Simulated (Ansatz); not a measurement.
# Cs3TeCl: the cost of one run

Method: DFT PBEsol, scalar-relativistic, plane waves, PAW, in Ansatz 0.2.0.

**1. The structure to begin with**

It takes space group Pm-3m (No. 221, cubic). The conventional cell has a = 6.960 Å, b = 6.960 Å, c = 6.960 Å, α = 90.00°, β = 90.00°, γ = 90.00°. Cl (site symmetry m-3m) has 6 Cs at 3.48 Å as nearest neighbours. Cs (site symmetry 4/mmm) has 2 Cl at 3.48 Å as nearest neighbours.

Coordinates:

```
CELL_PARAMETERS angstrom
6.96000 0.00000 0.00000
0.00000 6.96000 0.00000
0.00000 0.00000 6.96000
ATOMIC_POSITIONS crystal
Te 0.00000 0.00000 0.00000
Cl 0.50000 0.50000 0.50000
Cs 0.50000 0.50000 0.00000
Cs 0.50000 0.00000 0.50000
Cs 0.00000 0.50000 0.50000
```

This is a trial structure built by rule; it need not be a known or stable form of this composition.

The cell is the ideal cubic antiperovskite prototype; whether it is the stable structure of this composition wasn't checked.

**2. Coarse point 1 of the search for the rest volume**

Contents of input.yaml:

```yaml
crystal:
  lattice:
    - [6.96, 0.0, 0.0]
    - [0.0, 6.96, 0.0]
    - [0.0, 0.0, 6.96]
  atoms:
    - { symbol: Te, position: [0.0, 0.0, 0.0] }
    - { symbol: Cl, position: [0.5, 0.5, 0.5] }
    - { symbol: Cs, position: [0.5, 0.5, 0.0] }
    - { symbol: Cs, position: [0.5, 0.0, 0.5] }
    - { symbol: Cs, position: [0.0, 0.5, 0.5] }
basis:
  ecutwfc: 420
kpoints:
  mp_grid: { grid: [4, 4, 4] }
hamiltonian:
  xc: pbesol
scf:
  occupations: { method: gaussian, width: 0.05 }
output:
  forces: true
  stress: true
  eigenvalues: true
```

Started as:

```bash
ansatz run input.yaml --threads 1 --pin off --max-ram 1228MiB --backend cpu --events-out ev --progress --plain --runs-dir out
```

What time and memory should one allow on 1 thread of Arm Neoverse V2, shared host?

About 7.6 s, with a peak of 0.5 GiB.
